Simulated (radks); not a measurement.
# N in [He] 2p5: an all-electron calculation

Aim: the levels, the sizes of the orbitals and the parts of the energy of neutral nitrogen.

Method: non-relativistic Kohn-Sham, TPSS, spin-polarised, spherical densities, point nucleus; open shells are filled with parallel spins first. Code: radks (a radial shooting solver on a logarithmic mesh, Libxc functionals) version 1.

## 1. The system

```
element       : nitrogen (Z = 7)
charge        : 0
electrons     : 7
configuration : [He] 2p5
```

Outer shells as boxes (Hund's rule):

N
```
[He] core
2p [↑↓][↑↓][↑ ]
```

## 2. The calculation

Settings of this run:

```text
Z 7
configuration [He] 2p5
relativity non-relativistic
functional tpss,tpss
spin polarised
nucleus point
```

The run is started by

```sh
$ python run_ks.py task.json out
```

This one command runs every case of the session in turn.

Q: Predict the outcome of this run.

The runs gave:

```
                        quantity                     value
                    total energy         -53.62621 hartree
exchange-correlation share of it                   12.12 %
                            −T/E                    0.9969
          highest occupied level        2p down, -6.990 eV
    most extended occupied level  2p down, <r> = 1.50 bohr
 radius at density 0.001 e/bohr³                 3.58 bohr
    maxima of the radial density                         2
```

What this shows: The radial density shows 2 maxima for 2 occupied principal shells. −T/E = 0.9969, near the virial value of 1. This is not the tabulated ground configuration, so its levels and sizes aren't those of the ground state, and no measured value stands beside it.
